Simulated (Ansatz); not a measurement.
**SiSeF3 radical: one species, many methods**

The task here is to estimate one member of a computed series from the others.

The runs use Ansatz 0.2.0, Gaussian basis; functionals in def2-TZVPP, the program's frozen cores in correlated methods.

Plan: LDA (SPW92), PBE-D4, revPBE-D4, BLYP-D4, r2SCAN-D4, B97M-V, PBE0-D4, B3LYP-D4, r2SCANh-D4, r2SCAN0-D4, HSE06-D4, BHLYP-D4, CAM-B3LYP-D4, LC-ωPBE, ωB97X-V, ωB97M-V, B2PLYP, PBE-QIDH; CCSD(T)/def2-SVP; CCSD(T)/def2-TZVPP; MP2/def2-QZVPP; extrapolation to the limit; RPA on PBE.

## The relaxed structure

The geometry comes from an earlier relaxation with PBE0-D4 in a triple-zeta def2 set; it is a stationary point.

SMILES `F[Si](F)(F)[Se]`, 5 atoms, charge 0, spin multiplicity 2.

Atoms are counted from 1 here; the program's logs count them from 0.

Bond lengths: F1–Si2 1.573 Å, Si2–F3 1.574 Å, Si2–F4 1.573 Å, Si2–Se5 2.236 Å. Angles: F1–Si2–F3 108.5°, F1–Si2–F4 106.3°, F1–Si2–Se5 112.7°, F3–Si2–F4 108.5°, F3–Si2–Se5 108.1°, F4–Si2–Se5 112.6°.

The first run:

Contents of in.yaml:

```yaml
crystal:
  periodic: [false, false, false]
  atoms:
    - {symbol: F, position_ang: [0.019059, 0.030180, 1.613101]}
    - {symbol: Si, position_ang: [0.076245, -0.080349, 0.044837]}
    - {symbol: F, position_ang: [-0.439514, -1.506936, -0.373521]}
    - {symbol: F, position_ang: [1.594464, 0.038525, -0.349888]}
    - {symbol: Se, position_ang: [-1.200354, 1.444980, -0.975829]}
basis:
  gaussian: {orbitals: def2-TZVPP}
magnetization: {spin_polarized: true, initial_magnetization: 1}
hamiltonian: {xc: lda}
output: {orbitals: {seedname: orbitals}}
```

Command:

```
> ansatz run in.yaml --threads 4 --pin off --events-out ev --progress --plain --max-ram 10444MiB
```

Steps of the session up to this table: LDA; PBE-D4 (GGA); revPBE-D4 (GGA); BLYP-D4 (GGA); r2SCAN-D4 (meta-GGA); B97M-V (meta-GGA); B3LYP-D4 (hybrid); r2SCANh-D4 (hybrid); r2SCAN0-D4 (hybrid); HSE06-D4 (hybrid); BHLYP-D4 (hybrid); CAM-B3LYP-D4 (range-separated); LC-ωPBE (range-separated); ωB97X-V (range-separated); ωB97M-V (range-separated); B2PLYP (double hybrid); PBE-QIDH (double hybrid).

One table of the session follows, with a row left open; its other results are not shown here.

It belongs to the step «Frontier levels by functional». 

```
  functional  HOMO (eV)  LUMO (eV)  gap (eV)
 LDA (SPW92)      -6.83      -6.89     -0.07
      PBE-D4      -6.65      -6.40      0.26
   revPBE-D4      -6.59      -6.24      0.35
     BLYP-D4      -6.50      -6.39      0.11
   r2SCAN-D4      -6.96      -6.10      0.87
      B97M-V      -7.00      -6.20      0.79
     PBE0-D4      -7.88      -5.34      2.55
    B3LYP-D4      -7.64      -5.73      1.92
  r2SCANh-D4      -7.41      -5.71      1.71
  r2SCAN0-D4          ?          ?         ?
    HSE06-D4      -7.48      -5.72      1.76
    BHLYP-D4      -8.94      -4.32      4.63
CAM-B3LYP-D4      -9.21      -4.25      4.96
     LC-ωPBE     -10.60      -2.75      7.85
     ωB97X-V     -10.24      -3.21      7.02
     ωB97M-V     -10.04      -3.23      6.81
```

Estimate the missing values for r2SCAN0-D4.

Worked estimate for «HOMO (eV)». Against the share of exact exchange, r2SCAN-D4 (0, -6.96), r2SCANh-D4 (0.1, -7.41) give a slope of -4.50 per unit share; at 0.25 the line stands at -8.08.

**Answer.** HOMO (eV): -8.08; LUMO (eV): -5.12; gap (eV): 2.96. In «HOMO (eV)» the line misses by 0.00.

Limits of these values: A negative gap means that an empty level lies below a filled one: whole occupations of an open shell aren't an aufbau state there.
